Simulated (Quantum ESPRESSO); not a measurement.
# In3As (Pm-3m) in Quantum ESPRESSO: notebook

Runs on In3As. Level: r2SCAN. Tasks: single point, equation of state.

Everything below comes from runs of Quantum ESPRESSO 7.5. Logs are shortened: lines on timing, memory, paths and dates and some standing lists are left out, and cuts for length are marked.

### Step 1. The crystal as given

Symmetry: Pm-3m, No. 221, cubic system. Conventional cell: a = 4.672 Å, b = 4.672 Å, c = 4.672 Å, α = 90.00°, β = 90.00°, γ = 90.00°. Around In (site symmetry 4/mmm) lie 8 In at 3.30 Å and 4 As at 3.30 Å. Around As (site symmetry m-3m) lie 12 In at 3.30 Å.

The cell comes from a database or a generator and needn't be the stable form of this composition.

### Step 2. Single point, r2SCAN, 23.96 Å³/atom

File pw.in:

```
&CONTROL
  calculation = 'scf'
  prefix = 'pwscf'
  outdir = './tmp'
  pseudo_dir = './pseudo'
  tprnfor = .true.
  tstress = .true.
  disk_io = 'nowf'
/
&SYSTEM
  ibrav = 0
  nat = 4
  ntyp = 2
  ecutwfc = 70
  nbnd = 31
  input_dft = 'r2scan'
  occupations = 'smearing'
  smearing = 'fd'
  degauss = 0.00367493
  nosym = .true.
  nr1 = 48
  nr2 = 48
  nr3 = 48
/
&ELECTRONS
  conv_thr = 1d-08
  electron_maxstep = 120
  mixing_beta = 0.5
/
ATOMIC_SPECIES
In   114.8180 In_ONCV_PBE-1.2.upf
As    74.9216 As_ONCV_PBE-1.2.upf
CELL_PARAMETERS angstrom
   4.5763138120    0.0000000000    0.0000000000
   0.0000000000    4.5763138120    0.0000000000
   0.0000000000    0.0000000000    4.5763138120
ATOMIC_POSITIONS crystal
In     0.5000000000    0.5000000000    0.0000000000
In     0.5000000000    0.0000000000    0.5000000000
In     0.0000000000    0.5000000000    0.5000000000
As     0.0000000000    0.0000000000    0.0000000000
K_POINTS automatic
5 5 5 0 0 0
```

Potentials or basis: SG15 PBE 1.2.

The run is started by

```sh
OMP_NUM_THREADS=1 mpirun -n 2 pw.x -nk 2 -in pw.in > pw.out
```

pw.out:

```text
This program is part of the open-source Quantum ESPRESSO suite
     for quantum simulation of materials; please cite
         "P. Giannozzi et al., J. Phys.:Condens. Matter 21 395502 (2009);
         "P. Giannozzi et al., J. Phys.:Condens. Matter 29 465901 (2017);
         "P. Giannozzi et al., J. Chem. Phys. 152 154105 (2020);
     in publications or presentations arising from this work. More details at

     IMPORTANT: XC functional enforced from input :
     Exchange-correlation= R2SCAN
                           (   0   0   0   0   0 497 498)
     Any further DFT definition will be discarded
     Please, verify this is what you really want

     K-points division:     npool     =       2
     Subspace diagonalization in iterative solution of the eigenvalue problem:
     a serial algorithm will be used

     G-vector sticks info
     --------------------
     sticks:   dense  smooth     PW     G-vecs:    dense   smooth      PW
     Sum        1669    1669    481                51219    51219    7689

     Using Slab Decomposition

     bravais-lattice index     =            0
     lattice parameter (alat)  =       8.6480  a.u.
     unit-cell volume          =     646.7613 (a.u.)^3
     number of atoms/cell      =            4
     number of atomic types    =            2
     number of electrons       =        44.00
     number of Kohn-Sham states=           31
     kinetic-energy cutoff     =      70.0000  Ry
     charge density cutoff     =     280.0000  Ry
     scf convergence threshold =      1.0E-08
     mixing beta               =       0.5000
     number of iterations used =            8  plain     mixing
     Exchange-correlation= R2SCAN
                           (   0   0   0   0   0 497 498)

     celldm(1)=   8.647980  celldm(2)=   0.000000  celldm(3)=   0.000000
     celldm(4)=   0.000000  celldm(5)=   0.000000  celldm(6)=   0.000000

     crystal axes: (cart. coord. in units of alat)
               a(1) = (   1.000000   0.000000   0.000000 )
               a(2) = (   0.000000   1.000000   0.000000 )
               a(3) = (   0.000000   0.000000   1.000000 )

     reciprocal axes: (cart. coord. in units 2 pi/alat)
               b(1) = (  1.000000  0.000000  0.000000 )
               b(2) = (  0.000000  1.000000  0.000000 )
               b(3) = (  0.000000  0.000000  1.000000 )

     PseudoPot. # 1 for In read from file:
     In_ONCV_PBE-1.2.upf
     Pseudo is Norm-conserving, Zval = 13.0
     Generated using ONCVPSP code by D. R. Hamann
     Using radial grid of  602 points,  6 beta functions with:
                l(1) =   0
                l(2) =   0
                l(3) =   1
                l(4) =   1
                l(5) =   2
                l(6) =   2

     PseudoPot. # 2 for As read from file:
     As_ONCV_PBE-1.2.upf
     Pseudo is Norm-conserving, Zval =  5.0
     Generated using ONCVPSP code by D. R. Hamann
     Using radial grid of  602 points,  6 beta functions with:
                l(1) =   0
                l(2) =   0
                l(3) =   1
                l(4) =   1
                l(5) =   2
                l(6) =   2

     atomic species   valence    mass     pseudopotential
     In               13.00   114.81800     In( 1.00)
     As                5.00    74.92160     As( 1.00)

     No symmetry found

   Cartesian axes

     site n.     atom                  positions (alat units)
         1        In     tau(   1) = (   0.5000000   0.5000000   0.0000000  )
         2        In     tau(   2) = (   0.5000000   0.0000000   0.5000000  )
         3        In     tau(   3) = (   0.0000000   0.5000000   0.5000000  )
         4        As     tau(   4) = (   0.0000000   0.0000000   0.0000000  )

     number of k points=    63  Fermi-Dirac smearing, width (Ry)=  0.0037
                       cart. coord. in units 2pi/alat
        k(    1) = (   0.0000000   0.0000000   0.0000000), wk =   0.0160000
        k(    2) = (   0.0000000   0.0000000   0.2000000), wk =   0.0320000
        k(    3) = (   0.0000000   0.0000000   0.4000000), wk =   0.0320000
        k(    4) = (   0.0000000   0.2000000   0.0000000), wk =   0.0320000
        k(    5) = (   0.0000000   0.2000000   0.2000000), wk =   0.0320000
        k(    6) = (   0.0000000   0.2000000   0.4000000), wk =   0.0320000
[... 55 lines left out ...]
        k(   62) = (   0.4000000  -0.2000000  -0.4000000), wk =   0.0320000
        k(   63) = (   0.4000000  -0.2000000  -0.2000000), wk =   0.0320000

     Dense  grid:    51219 G-vectors     FFT dimensions: (  48,  48,  48)

     WARNING: libxc functional with ID  497 depends
      on external parameters: check the user_guide of
      QE if you need to modify them or to check their
      default values.

     WARNING: libxc functional with ID  498 depends
      on external parameters: check the user_guide of
      QE if you need to modify them or to check their
      default values.

     Initial potential from superposition of free atoms

     starting charge      43.6543, renormalised to      44.0000
     Starting wfcs are random

     Self-consistent Calculation

     iteration #  1     ecut=    70.00 Ry     beta= 0.50
     Davidson diagonalization with overlap
     ethr =  1.00E-02,  avg # of iterations =  9.4

     total energy              =    -323.65238561 Ry
     estimated scf accuracy    <      54.61791278 Ry

     iteration #  2     ecut=    70.00 Ry     beta= 0.50
     Davidson diagonalization with overlap
     ethr =  1.00E-02,  avg # of iterations =  1.0
[... 57 lines left out ...]
     total energy              =    -323.99730903 Ry
     estimated scf accuracy    <       0.00000002 Ry

     iteration # 11     ecut=    70.00 Ry     beta= 0.50
     Davidson diagonalization with overlap
     ethr =  5.54E-11,  avg # of iterations =  2.2

     End of self-consistent calculation

          k = 0.0000 0.0000 0.0000 (  6403 PWs)   bands (ev):

    -3.9493  -3.8984  -3.8984  -3.8984  -3.6649  -3.6649  -3.4510  -3.4510
    -3.4510  -3.3788  -3.3788  -3.2319  -3.2002  -3.2002  -3.2002  -1.2869
     4.2653   7.6128   7.6128   7.6128   8.8040   8.8040  13.1259  13.1259
    13.1259  15.7343  15.7343  15.7344  17.8082  18.9282  18.9282

          k = 0.0000 0.0000 0.2000 (  6399 PWs)   bands (ev):

    -3.8962  -3.8884  -3.8429  -3.8429  -3.6572  -3.6260  -3.4611  -3.4585
    -3.4585  -3.4175  -3.3779  -3.2726  -3.2726  -3.2635  -3.2002  -1.0761
     3.6690   6.5572   7.9581   7.9581   8.9881  10.8012  12.5517  12.5517
    12.6392  14.2916  15.2604  15.2604  18.7212  19.1086  19.6956
[... 421 lines left out ...]
          k = 0.4000-0.2000-0.2000 (  6384 PWs)   bands (ev):

    -3.8187  -3.7424  -3.7011  -3.6707  -3.6313  -3.6044  -3.5722  -3.4911
    -3.4836  -3.4442  -3.4345  -3.4167  -3.3959  -3.3538  -3.2504  -0.2239
     3.1194   5.3821   6.9728   8.4929   8.5411  10.8729  11.6032  13.2573
    13.6847  14.4117  14.6685  16.3194  16.9022  18.7147  19.1743

     the Fermi energy is    10.9997 ev

!    total energy              =    -323.99730904 Ry
     estimated scf accuracy    <          1.0E-08 Ry
     smearing contrib. (-TS)   =      -0.00199887 Ry
     internal energy E=F+TS    =    -323.99531017 Ry

     The total energy is F=E-TS. E is the sum of the following terms:
     one-electron contribution =     -81.82557275 Ry
     hartree contribution      =      69.62053064 Ry
     xc contribution           =     -42.67510445 Ry
     ewald contribution        =    -269.11516361 Ry

     convergence has been achieved in  11 iterations

     Forces acting on atoms (cartesian axes, Ry/au):

     atom    1 type  1   force =     0.00000008    0.00000988    0.00000837
     atom    2 type  1   force =     0.00000078   -0.00001833   -0.00000526
     atom    3 type  1   force =    -0.00000053    0.00001206   -0.00000448
     atom    4 type  2   force =    -0.00000032   -0.00000362    0.00000136

     Total force =     0.000027     Total SCF correction =     0.000019
     SCF correction compared to forces is large: reduce conv_thr to get better values

     Computing stress (Cartesian axis) and pressure

          total   stress  (Ry/bohr**3)                   (kbar)     P=       19.98
   0.00013579  -0.00000000  -0.00000000           19.98       -0.00       -0.00
  -0.00000000   0.00013580   0.00000000           -0.00       19.98        0.00
  -0.00000000   0.00000000   0.00013579           -0.00        0.00       19.98

=------------------------------------------------------------------------------=
   JOB DONE.
=------------------------------------------------------------------------------=
```

Wall time 4.3 min (2 MPI ranks of Arm Neoverse V2, shared host); peak memory 0.44 GiB.

Results:

| Item | Value |
| --- | --- |
| Free energy | -4408.2080 eV |
| Pressure | 2.0 GPa |
| Band gap on the k mesh | none (metal or under the smearing width) |

Caveat: the potentials were made for another functional, which shifts forces and pressure.

### Step 3. Single point, r2SCAN, 24.47 Å³/atom

pw.in, as its differences from that of step 2:

```diff
@@ -33,5 +33,5 @@
 CELL_PARAMETERS angstrom
-   4.5763138120    0.0000000000    0.0000000000
-   0.0000000000    4.5763138120    0.0000000000
-   0.0000000000    0.0000000000    4.5763138120
+   4.6085424358    0.0000000000    0.0000000000
+   0.0000000000    4.6085424358    0.0000000000
+   0.0000000000    0.0000000000    4.6085424358
 ATOMIC_POSITIONS crystal
```

Potentials or basis: SG15 PBE 1.2.

The run is started by

```sh
OMP_NUM_THREADS=1 mpirun -n 2 pw.x -nk 2 -in pw.in > pw.out
```

Wall time 4.7 min (2 MPI ranks of Arm Neoverse V2, shared host); peak memory 0.44 GiB.

It converged, with:

* Free energy: -4408.2277 eV
* Pressure: 0.9 GPa
* Band gap on the k mesh: none (metal or under the smearing width)

Caveat: the potentials were made for another functional, which shifts forces and pressure.

### Step 4. Single point, r2SCAN, 24.98 Å³/atom

pw.in, as its differences from that of step 3:

```diff
@@ -33,5 +33,5 @@
 CELL_PARAMETERS angstrom
-   4.6085424358    0.0000000000    0.0000000000
-   0.0000000000    4.6085424358    0.0000000000
-   0.0000000000    0.0000000000    4.6085424358
+   4.6403264915    0.0000000000    0.0000000000
+   0.0000000000    4.6403264915    0.0000000000
+   0.0000000000    0.0000000000    4.6403264915
 ATOMIC_POSITIONS crystal
```

The run is started by

```sh
OMP_NUM_THREADS=1 mpirun -n 2 pw.x -nk 2 -in pw.in > pw.out
```

It took 4.8 min on 2 MPI ranks of Arm Neoverse V2, shared host; peak memory 0.44 GiB.

It converged, with:

| Quantity | Value |
| --- | --- |
| Free energy | -4408.2339 eV |
| Pressure | -0.1 GPa |
| Band gap on the k mesh | none (metal or under the smearing width) |

Caveat: the potentials were made for another functional, which shifts forces and pressure.

### Step 5. Single point, r2SCAN, 25.49 Å³/atom

pw.in, as its differences from that of step 4:

```diff
@@ -33,5 +33,5 @@
 CELL_PARAMETERS angstrom
-   4.6403264915    0.0000000000    0.0000000000
-   0.0000000000    4.6403264915    0.0000000000
-   0.0000000000    0.0000000000    4.6403264915
+   4.6716810000    0.0000000000    0.0000000000
+   0.0000000000    4.6716810000    0.0000000000
+   0.0000000000    0.0000000000    4.6716810000
 ATOMIC_POSITIONS crystal
```

The run is started by

```sh
OMP_NUM_THREADS=1 mpirun -n 2 pw.x -nk 2 -in pw.in > pw.out
```

Wall time 4.8 min (2 MPI ranks of Arm Neoverse V2, shared host); peak memory 0.46 GiB.

Results (log left out):

```
Free energy            : -4408.2276 eV
Pressure               : -1.1 GPa
Band gap on the k mesh : none (metal or under the smearing width)
```

Caveat: the potentials were made for another functional, which shifts forces and pressure.

### Step 6. Single point, r2SCAN, 26.00 Å³/atom

pw.in, as its differences from that of step 5:

```diff
@@ -33,5 +33,5 @@
 CELL_PARAMETERS angstrom
-   4.6716810000    0.0000000000    0.0000000000
-   0.0000000000    4.6716810000    0.0000000000
-   0.0000000000    0.0000000000    4.6716810000
+   4.7026201864    0.0000000000    0.0000000000
+   0.0000000000    4.7026201864    0.0000000000
+   0.0000000000    0.0000000000    4.7026201864
 ATOMIC_POSITIONS crystal
```

Potentials or basis: SG15 PBE 1.2.

The run is started by

```sh
OMP_NUM_THREADS=1 mpirun -n 2 pw.x -nk 2 -in pw.in > pw.out
```

It took 4.9 min on 2 MPI ranks of Arm Neoverse V2, shared host; peak memory 0.46 GiB.

It converged, with:

- Free energy: -4408.2099 eV
- Pressure: -1.9 GPa
- Band gap on the k mesh: none (metal or under the smearing width)

Caveat: the potentials were made for another functional, which shifts forces and pressure.

### Step 7. Single point, r2SCAN, 26.51 Å³/atom

pw.in, as its differences from that of step 6:

```diff
@@ -33,5 +33,5 @@
 CELL_PARAMETERS angstrom
-   4.7026201864    0.0000000000    0.0000000000
-   0.0000000000    4.7026201864    0.0000000000
-   0.0000000000    0.0000000000    4.7026201864
+   4.7331575368    0.0000000000    0.0000000000
+   0.0000000000    4.7331575368    0.0000000000
+   0.0000000000    0.0000000000    4.7331575368
 ATOMIC_POSITIONS crystal
```

The run is started by

```sh
OMP_NUM_THREADS=1 mpirun -n 2 pw.x -nk 2 -in pw.in > pw.out
```

Run time: 4.5 min. Hardware: 2 MPI ranks of Arm Neoverse V2, shared host; peak memory 0.48 GiB.

Results (log left out):

| Item | Value |
| --- | --- |
| Free energy | -4408.1825 eV |
| Pressure | -2.6 GPa |
| Band gap on the k mesh | none (metal or under the smearing width) |

Caveat: the potentials were made for another functional, which shifts forces and pressure.

### Step 8. Single point, r2SCAN, 27.02 Å³/atom

pw.in, as its differences from that of step 7:

```diff
@@ -33,5 +33,5 @@
 CELL_PARAMETERS angstrom
-   4.7331575368    0.0000000000    0.0000000000
-   0.0000000000    4.7331575368    0.0000000000
-   0.0000000000    0.0000000000    4.7331575368
+   4.7633058499    0.0000000000    0.0000000000
+   0.0000000000    4.7633058499    0.0000000000
+   0.0000000000    0.0000000000    4.7633058499
 ATOMIC_POSITIONS crystal
```

The run is started by

```sh
OMP_NUM_THREADS=1 mpirun -n 2 pw.x -nk 2 -in pw.in > pw.out
```

Run time: 4.4 min. Hardware: 2 MPI ranks of Arm Neoverse V2, shared host; peak memory 0.48 GiB.

It converged, with:

```yaml
Free_energy: -4408.1462 eV
Pressure: -3.3 GPa
Band_gap_on_the_k_mesh: none (metal or under the smearing width)
```

Caveat: the potentials were made for another functional, which shifts forces and pressure.

### Step 9. Equation of state, r2SCAN

Potentials or basis: SG15 PBE 1.2.

No new run: the results of the series are fitted here.

What came out:

```
Equilibrium volume                      : 24.96 Å³/atom
Bulk modulus                            : 48 GPa
Pressure derivative of the bulk modulus : 4.4 (rough: it moves with the points fitted)
```

Energy against volume, from the lowest point:
```tsv
volume (Å³/atom)	energy (meV/atom)
23.960	6.49
24.470	1.55
24.980	0.00
25.489	1.59
25.999	5.99
26.509	12.86
27.019	21.92
```

Caveat: the potentials were made for another functional, which shifts forces and pressure.
